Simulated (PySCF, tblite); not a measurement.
# AsH54P33Si18: electronic excitations

Wanted: electronic excitations for AsH54P33Si18.

Computed with tblite 0.8.0 and PySCF 2.14.0 and routines of our own; the level stands in each step. Atoms count from 0.

## (1) The system as given

106 atoms, charge 0, multiplicity 1; geometry from: force field, distance geometry or constructed start.

## (2) Optimising the geometry with GFN2-xTB

The job: settings as JSON, then the geometry in Å.

```
{"job": {"kind": "relax", "xc": "GFN2-xTB", "basis": "xTB"}, "charge": 0, "multiplicity": 1}
P      0.249600    -0.819300     0.667200
P      0.231500    -1.100800    -4.073900
P      0.221100    -0.891200    -9.052900
P     -2.996400    -0.928000     0.550300
P     -1.434800    -0.825200     2.016600
P     -2.963800    -1.322300    -4.198900
P     -1.433800    -1.092900    -2.716500
P     -1.435500    -1.019100    -7.703200
P      0.102300    -0.993200     5.323500
As    -3.245900    -0.883900     5.233700
P     -1.545400    -0.961300     6.710400
P      0.170300     0.972400    -0.503200
P      0.173300     0.731800    -5.163500
P     -1.490300     0.870700    -1.858700
P     -3.057400     0.984700    -0.390100
P     -1.497200     0.747000    -6.494600
P     -3.157200     0.579000    -5.155800
P      0.199500     1.074000     8.969400
P      0.208200     0.956600     4.432700
P     -1.486400     0.954800     7.668400
P     -1.435800     1.061200     3.037100
P     -3.007800     1.227400     4.470600
P      3.574600    -0.648500     0.612200
P      3.443200    -1.129400    -4.193400
P      1.934100    -0.750600     1.986100
P      1.895900    -0.999500    -2.713600
P      1.877000    -0.934300    -7.706400
P      1.647300    -1.191200     6.794500
P      3.387800     1.219400    -0.413200
P      3.515000     0.774200    -5.168600
P      1.839000     0.966700    -1.862800
P      1.837300     0.838000    -6.508400
P      1.875200     0.737400     7.683300
P      1.816100     1.105200     3.033800
Si     0.164100     1.173600    -9.796700
H      0.152000     2.056100    -8.669700
H     -1.023400     1.341000   -10.580700
H      1.329300     1.395200   -10.596200
Si    -4.794700    -1.229500     1.740700
H     -5.186800    -2.599400     1.656800
H     -5.835600    -0.399600     1.210300
H     -4.532400    -0.875100     3.103900
Si    -4.707300    -1.713200    -2.966000
H     -5.263800    -2.980000    -3.342600
H     -5.673700    -0.670400    -3.173200
H     -4.311000    -1.740600    -1.592400
Si    -3.050000    -0.781200    -9.167600
H     -3.595700     0.537700    -9.027500
H     -4.049400    -1.772200    -8.907800
H     -2.498400    -0.958800   -10.473600
Si    -4.805700    -0.488400     6.875800
H     -4.540800     0.851900     7.301800
H     -4.555700    -1.474600     7.861400
H     -6.063900    -0.636400     6.215400
Si    -4.817000     1.109100    -1.663200
H     -4.420300     0.884400    -3.020000
H     -5.381800     2.410800    -1.532600
H     -5.755400     0.121100    -1.250800
Si    -4.759600     0.333200    -6.624100
H     -4.636700     1.371500    -7.608800
H     -6.018800     0.440700    -5.947200
H     -4.621800    -0.955300    -7.236300
Si     0.083700    -0.724400    10.209400
H      0.355900    -1.855400     9.381000
H     -1.230400    -0.807200    10.760500
H      1.050300    -0.616600    11.253500
Si    -3.048100     0.891600     9.200200
H     -4.036900     1.870600     8.889100
H     -2.448800     1.173300    10.460300
H     -3.627500    -0.424900     9.218100
Si    -4.727300     1.536300     3.169700
H     -4.343600     1.235300     1.823600
H     -5.135000     2.906700     3.273900
H     -5.782800     0.675900     3.588100
Si     5.220000    -0.384200     2.020600
H      5.198900     0.966500     2.490800
H      6.444600    -0.661100     1.350600
H      5.027900    -1.291300     3.119100
Si     5.214700    -1.345900    -2.938400
H      6.247600    -0.503700    -3.450400
H      5.631500    -2.711900    -2.961400
H      4.875000    -0.954000    -1.597200
Si     3.476400    -0.621400    -9.164700
H      2.926100    -0.825600   -10.478700
H      4.508900    -1.559600    -8.912200
H      3.954100     0.725900    -9.032300
Si     3.364200    -1.581800     5.503000
H      4.450500    -0.757700     5.930600
H      3.001800    -1.256500     4.155900
H      3.712100    -2.963700     5.605700
Si     5.128400     1.513200    -1.691200
H      4.766800     1.176300    -3.041400
H      6.173600     0.653900    -1.239900
H      5.539000     2.875700    -1.612700
Si     5.120200     0.616700    -6.650700
H      5.046300    -0.678400    -7.259200
H      6.369000     0.777200    -5.978100
H      4.939500     1.646500    -7.628600
Si     3.420300     0.492200     9.219700
H      2.906900     0.976800    10.462900
H      4.575600     1.245100     8.821300
H      3.740900    -0.897900     9.324600
Si     3.519200     1.316000     4.372300
H      4.215900     2.526400     4.036100
H      4.393000     0.191100     4.229200
H      3.039600     1.395200     5.716100
```

Started as:

```
$ OMP_NUM_THREADS=8 python large_run.py task.json out
```

The driver reads the jobs from task.json and runs them one after another.

The log of the run:

```text
step      E/eV     max force
  0   -3934.18296    1.986
  1   -3935.71166    1.502
  2   -3938.21004    0.713
  3   -3938.46148    0.674
  4   -3938.98089    0.565
  5   -3939.54350    0.620
  6   -3940.12290    0.757
  7   -3940.49528    0.780
  8   -3940.71062    0.643
  9   -3940.86677    0.441
 10   -3941.03264    0.807
 11   -3941.21855    0.996
 12   -3941.41961    0.783
 13   -3941.59820    0.562
 14   -3941.73848    0.405
 15   -3941.83073    0.459
 16   -3941.88321    0.348
 17   -3941.92673    0.264
 18   -3941.97884    0.331
 19   -3942.03702    0.484
 20   -3942.09282    0.501
 21   -3942.13542    0.270
 22   -3942.16301    0.179
 23   -3942.18037    0.254
 24   -3942.19690    0.296
 25   -3942.21362    0.174
 26   -3942.22780    0.156
 27   -3942.23903    0.191
 28   -3942.24782    0.216
 29   -3942.25433    0.134
 30   -3942.25966    0.122
 31   -3942.26533    0.155
 32   -3942.27258    0.234
 33   -3942.28188    0.237
 34   -3942.29188    0.146
 35   -3942.30060    0.125
 36   -3942.30775    0.141
 37   -3942.31493    0.191
 38   -3942.32444    0.181
 39   -3942.33690    0.152
 40   -3942.35152    0.198
 41   -3942.36648    0.200
 42   -3942.37839    0.147
 43   -3942.38780    0.128
 44   -3942.39620    0.119
 45   -3942.40537    0.145
 46   -3942.41609    0.174
 47   -3942.42748    0.173
 48   -3942.43704    0.147
 49   -3942.44390    0.144
 50   -3942.44915    0.150
 51   -3942.45457    0.139
 52   -3942.46146    0.144
 53   -3942.46994    0.149
 54   -3942.47914    0.168
 55   -3942.48767    0.143
 56   -3942.49474    0.137
 57   -3942.50050    0.125
 58   -3942.50692    0.115
 59   -3942.51469    0.145
 60   -3942.52451    0.173
 61   -3942.53466    0.175
 62   -3942.54242    0.146
 63   -3942.54813    0.110
 64   -3942.55238    0.104
 65   -3942.55726    0.093
 66   -3942.56301    0.124
 67   -3942.56973    0.122
 68   -3942.57588    0.110
 69   -3942.58143    0.108
 70   -3942.58520    0.088
 71   -3942.58880    0.081
 72   -3942.59236    0.088
 73   -3942.59649    0.106
 74   -3942.60121    0.114
 75   -3942.60601    0.125
 76   -3942.61005    0.119
 77   -3942.61310    0.078
 78   -3942.61548    0.065
 79   -3942.61730    0.059
 80   -3942.61909    0.061
 81   -3942.62095    0.076
 82   -3942.62301    0.091
 83   -3942.62518    0.074
 84   -3942.62725    0.059
 85   -3942.62898    0.066
 86   -3942.63065    0.070
 87   -3942.63253    0.059
 88   -3942.63463    0.063
 89   -3942.63704    0.076
 90   -3942.63950    0.065
 91   -3942.64179    0.064
 92   -3942.64373    0.062
 93   -3942.64545    0.049
 94   -3942.64721    0.060
 95   -3942.64875    0.058
 96   -3942.65033    0.056
 97   -3942.65180    0.055
 98   -3942.65324    0.060
 99   -3942.65462    0.070
100   -3942.65612    0.064
101   -3942.65770    0.051
102   -3942.65931    0.052
103   -3942.66076    0.049
104   -3942.66199    0.061
105   -3942.66315    0.065
106   -3942.66444    0.055
107   -3942.66595    0.055
108   -3942.66762    0.054
109   -3942.66928    0.057
110   -3942.67055    0.044
111   -3942.67152    0.045
112   -3942.67236    0.039
113   -3942.67333    0.050
114   -3942.67456    0.059
115   -3942.67607    0.061
116   -3942.67764    0.055
117   -3942.67902    0.045
118   -3942.68017    0.048
119   -3942.68120    0.046
120   -3942.68229    0.051
121   -3942.68359    0.063
122   -3942.68521    0.067
123   -3942.68696    0.071
124   -3942.68840    0.054
125   -3942.68931    0.036
126   -3942.68993    0.031
127   -3942.69054    0.040
128   -3942.69131    0.045
129   -3942.69218    0.041
130   -3942.69309    0.042
131   -3942.69388    0.033
132   -3942.69451    0.033
133   -3942.69502    0.032
134   -3942.69551    0.034
135   -3942.69617    0.048
136   -3942.69706    0.067
137   -3942.69820    0.060
138   -3942.69904    0.036
139   -3942.69957    0.031
140   -3942.69998    0.033
141   -3942.70045    0.038
142   -3942.70096    0.034
143   -3942.70158    0.040
144   -3942.70220    0.041
145   -3942.70272    0.036
146   -3942.70307    0.020
147   -3942.70332    0.020
```

Wall time 2.7 min (8 threads of Arm Neoverse N1, shared host); peak memory 0.13 GiB.

The steps of the relaxation:

| step | energy from step 0 (eV) | largest force (eV/Å) |
| --- | --- | --- |
| 0 | 0.0000 | 1.9859 |
| 1 | -1.5287 | 1.5017 |
| 2 | -4.0271 | 0.7132 |
| 3 | -4.2785 | 0.6742 |
| 4 | -4.7979 | 0.5650 |
| 5 | -5.3605 | 0.6208 |
| 6 | -5.9399 | 0.7577 |
| 7 | -6.3123 | 0.7799 |
| 8 | -6.5277 | 0.6427 |
| 20 | -7.9099 | 0.5006 |
| 32 | -8.0896 | 0.2344 |
| 44 | -8.2132 | 0.1190 |
| 57 | -8.3175 | 0.1257 |
| 69 | -8.3985 | 0.1076 |
| 81 | -8.4380 | 0.0764 |
| 93 | -8.4625 | 0.0482 |
| 106 | -8.4815 | 0.0559 |
| 118 | -8.4972 | 0.0479 |
| 130 | -8.5101 | 0.0427 |
| 143 | -8.5186 | 0.0403 |
| 144 | -8.5192 | 0.0406 |
| 145 | -8.5198 | 0.0359 |
| 146 | -8.5201 | 0.0203 |
| 147 | -8.5204 | 0.0197 |

Distances of close pairs at the start and the end, largest changes first:

| bond | before (Å) | after (Å) | change (Å) |
| --- | --- | --- | --- |
| P8–P18 | 2.146 | 2.262 | +0.116 |
| P1–P12 | 2.133 | 2.239 | +0.106 |
| P4–P20 | 2.145 | 2.243 | +0.098 |
| P10–P19 | 2.143 | 2.238 | +0.095 |
| P25–P30 | 2.143 | 2.237 | +0.094 |
| P26–P31 | 2.140 | 2.233 | +0.093 |
| P0–P11 | 2.142 | 2.234 | +0.092 |
| P7–P15 | 2.141 | 2.232 | +0.091 |

The end geometry stands in the next job.

## (3) Electronic excitations: TDDFT PBE/def2-SVP

The job: settings as JSON, then the geometry in Å.

```
{"job": {"kind": "uv", "basis": "def2-SVP", "grid": 1, "kgrid": 0, "vcut": null, "nstates": 6, "ntriplets": 2, "tda": false, "delta": ["ip_vertical"], "pop": true, "xc": "PBE"}, "charge": 0, "multiplicity": 1}
P      0.214074    -0.983375     0.527095
P      0.251914    -1.086204    -3.962282
P      0.247295    -1.034562    -8.581288
P     -2.937252    -1.097572     0.369127
P     -1.450132    -1.003176     1.993304
P     -2.878584    -1.338767    -4.132096
P     -1.397789    -1.148424    -2.515185
P     -1.401524    -1.193793    -7.175318
P      0.089558    -1.125170     5.003418
As    -3.176141    -0.915486     4.933725
P     -1.506305    -0.912518     6.530113
P      0.122343     1.061346    -0.367168
P      0.169574     0.964200    -4.857611
P     -1.503331     0.973390    -1.832467
P     -2.988333     1.028974    -0.204189
P     -1.508418     0.859701    -6.307585
P     -3.058032     0.768096    -4.752870
P      0.465574     1.072181     8.591540
P      0.158197     1.003003     4.238927
P     -1.217008     1.202277     7.203133
P     -1.467515     1.105204     2.757114
P     -3.034792     1.290184     4.277517
P      3.480061    -0.730018     0.428817
P      3.388471    -1.078815    -4.098605
P      1.891912    -0.812656     1.964182
P      1.883561    -0.994904    -2.492822
P      1.891519    -1.073870    -7.159490
P      1.624604    -1.432853     6.553522
P      3.258776     1.365378    -0.209968
P      3.406799     1.028667    -4.743029
P      1.770492     1.134561    -1.816692
P      1.854550     0.987283    -6.301326
P      2.105561     0.604801     7.216723
P      1.613831     1.267452     2.644773
Si     0.172641     1.005840    -9.577881
H      0.110639     2.171783    -8.692647
H     -1.034573     0.922630   -10.407424
H      1.400162     1.030759   -10.380364
Si    -4.848940    -1.707610     1.392614
H     -4.846967    -3.152521     1.146315
H     -5.972853    -1.088684     0.682855
H     -4.980065    -1.438873     2.834883
Si    -4.795525    -1.906283    -3.095466
H     -4.968488    -3.293997    -3.532329
H     -5.900039    -1.081408    -3.598599
H     -4.749721    -1.863516    -1.632002
Si    -3.034764    -1.151678    -8.736799
H     -3.559681     0.194488    -9.005444
H     -4.093607    -2.019167    -8.210251
H     -2.474872    -1.721031    -9.965434
Si    -5.055047    -0.846510     6.342296
H     -5.500272     0.449509     6.874644
H     -4.861822    -1.767987     7.474773
H     -6.182152    -1.393677     5.555106
Si    -4.889787     1.542214    -1.297424
H     -4.652234     1.757221    -2.723371
H     -5.267755     2.807268    -0.660547
H     -5.955086     0.554634    -1.105895
Si    -4.930090     0.822013    -5.998703
H     -4.694515     1.797405    -7.064817
H     -5.942360     1.330465    -5.064657
H     -5.361091    -0.466944    -6.543387
Si     0.147957    -0.752554     9.912884
H      0.133289    -2.046164     9.220801
H     -1.144440    -0.495424    10.560504
H      1.271426    -0.682041    10.856030
Si    -2.878169     1.443398     8.705627
H     -3.863126     2.276638     8.006541
H     -2.338460     2.148951     9.869320
H     -3.496850     0.173213     9.113952
Si    -4.939980     1.726896     3.171757
H     -4.999093     1.318678     1.763224
H     -5.055629     3.184023     3.262556
H     -6.020196     1.068777     3.922089
Si     5.359843    -0.692064     1.671413
H      5.753100     0.627095     2.169411
H      6.385734    -1.186553     0.745177
H      5.194424    -1.641659     2.771534
Si     5.333692    -1.494667    -3.046385
H      6.402211    -0.839973    -3.811625
H      5.442552    -2.949956    -3.166433
H      5.412521    -1.099758    -1.639169
Si     3.522476    -0.950117    -8.718383
H      3.000520    -1.574438    -9.937337
H      4.631081    -1.743115    -8.177671
H      3.965182     0.420997    -9.007983
Si     3.444200    -2.189256     5.474543
H      4.627846    -1.372484     5.763686
H      3.194641    -2.306821     4.039708
H      3.614979    -3.512080     6.080967
Si     5.142018     1.975089    -1.280407
H      5.234008     1.602695    -2.692967
H      6.281220     1.417619    -0.541624
H      5.108135     3.432846    -1.143602
Si     5.253301     1.212393    -6.014394
H      5.769048    -0.039121    -6.574212
H      6.244955     1.793696    -5.101367
H      4.924354     2.163606    -7.077715
Si     3.708378     0.173433     8.742164
H      3.496544     1.074334     9.876874
H      4.958374     0.489621     8.041081
H      3.701161    -1.229465     9.178045
Si     3.382096     1.834195     3.909676
H      4.281604     2.536517     2.989738
H      4.095723     0.716582     4.536706
H      2.836921     2.767570     4.892148
```

With the program's defaults for keys left out, this is: TDDFT PBE/def2-SVP, vertical, gas phase, core orbitals frozen in the response.

The log of the run:

```text
start: PBE on a coarse grid of 423383 points
cycle   1  E = -18730.4977147092  dE =  4.012e+00  |g| = 6.080e-01  |ddm| = 1.191e+01
cycle   2  E = -18730.4068240331  dE =  9.089e-02  |g| = 7.491e-01  |ddm| = 2.313e+00
cycle   3  E = -18730.4639579041  dE = -5.713e-02  |g| = 6.223e-01  |ddm| = 2.418e+00
cycle   4  E = -18730.5888315197  dE = -1.249e-01  |g| = 1.895e-01  |ddm| = 1.422e+00
cycle   5  E = -18730.5983095073  dE = -9.478e-03  |g| = 9.300e-02  |ddm| = 4.905e-01
cycle   6  E = -18730.6010186884  dE = -2.709e-03  |g| = 2.862e-02  |ddm| = 2.064e-01
cycle   7  E = -18730.6012561155  dE = -2.374e-04  |g| = 1.212e-02  |ddm| = 7.256e-02
cycle   8  E = -18730.6013032578  dE = -4.714e-05  |g| = 5.571e-03  |ddm| = 3.037e-02
final grid: 423383 points
cycle   9  E = -18730.6012036190  dE =  9.964e-05  |g| = 1.730e-02  |ddm| = 4.148e-02
cycle  10  E = -18730.6000876384  dE =  1.116e-03  |g| = 5.934e-02  |ddm| = 1.400e-01
cycle  11  E = -18730.6013046662  dE = -1.217e-03  |g| = 5.176e-03  |ddm| = 1.111e-01
cycle  12  E = -18730.6013023165  dE =  2.350e-06  |g| = 1.418e-03  |ddm| = 1.093e-02
cycle  13  E = -18730.6013086199  dE = -6.303e-06  |g| = 3.249e-04  |ddm| = 3.007e-03
cycle  14  E = -18730.6013097411  dE = -1.121e-06  |g| = 9.423e-05  |ddm| = 7.424e-04
converged SCF energy = -18730.6013097411
Vertical ionisation energy (delta-SCF) = 5.8287 eV   <S^2> = 0.751

Static polarisability (au): isotropic 1590.730, principal 839.714 1627.912 2304.563

Singlet excitations
state   eV       nm        f      main configurations
  1   2.0019    619.3   0.34188   H->L 0.97
  2   2.0935    592.2   0.00037   H-1->L 0.99
  3   2.2182    558.9   0.00694   H->L+1 0.96
  4   2.2469    551.8   0.00115   H->L+2 0.85, H-2->L 0.14
  5   2.2768    544.6   0.01485   H-2->L 0.75, H->L+2 0.14
  6   2.3873    519.3   0.00045   H-3->L 0.88

Triplet excitations (Tamm-Dancoff, eV): 1.8089 2.0214
```

Run time: 7.1 min. Hardware: 8 threads of Arm Neoverse N1, shared host; peak memory 5.7 GiB.

The orbitals next to the gap, with their largest atomic shares:

| orbital | eV | atoms |
| --- | --- | --- |
| HOMO−4 | -5.27 | P33 11 %, P22 10 %, P20 10 % |
| HOMO−3 | -5.25 | P6 7 %, P10 7 %, P33 6 % |
| HOMO−2 | -5.11 | P18 8 %, P19 7 %, P1 7 % |
| HOMO−1 | -4.95 | P3 10 %, P14 6 %, P24 5 % |
| HOMO | -4.76 | P0 6 %, P19 6 %, P8 5 % |
| LUMO | -2.89 | P20 6 %, P4 5 %, P6 5 % |
| LUMO+1 | -2.56 | P0 6 %, P25 6 %, P1 6 % |
| LUMO+2 | -2.53 | P11 7 %, P18 5 %, P30 5 % |
| LUMO+3 | -2.36 | P24 8 %, P25 8 %, P4 6 % |

With each of the 6 states as a Gaussian band of 0.4 eV half-width at 1/e, the curve within the window shown has maxima at 615 nm (ε 14,000) L/(mol cm). Beyond the last state computed it falls off for lack of states. The curve at chosen wavelengths:

nm, ε (L/mol/cm) and a bar:
```
      461       1041 
      478       2053 ##
      495       3543 ######
      512       5458 ##########
      529       7628 ###############
      546       9809 ####################
      563      11746 ########################
      579      13164 ###########################
      596      14122 #############################
      613      14487 ##############################
      630      14304 ##############################
      647      13671 ############################
      664      12710 ##########################
      681      11541 #######################
      698      10272 #####################
      715       8990 ##################
      732       7757 ###############
      749       6613 ############
      766       5583 ##########
      782       4724 ########
      799       3930 ######
      816       3251 #####
      833       2678 ####
      850       2198 ###
      867       1799 ##
      884       1470 #
```

Ground-state properties from the same run:

| property | computed |
| --- | --- |
| dipole moment (D) | 0.56 |
| polarisability (Å³) | 235.72 |
| HOMO–LUMO gap (eV) | 1.86 |
| −ε(HOMO) (eV) | 4.76 |

## (4) Outcome

| quantity | value |
| --- | --- |
| lowest singlet (PBE/def2-SVP) | 2.00 eV (619 nm), f = 0.342 |
| lowest triplet | 1.81 eV |

In words: The first singlet state (HOMO→LUMO 0.97) lies at 2.00 eV and is bright. State 1 absorbs in the visible (619 nm). The lowest triplet lies 0.19 eV below the lowest singlet (triplets in Tamm-Dancoff, singlets in full TDDFT).
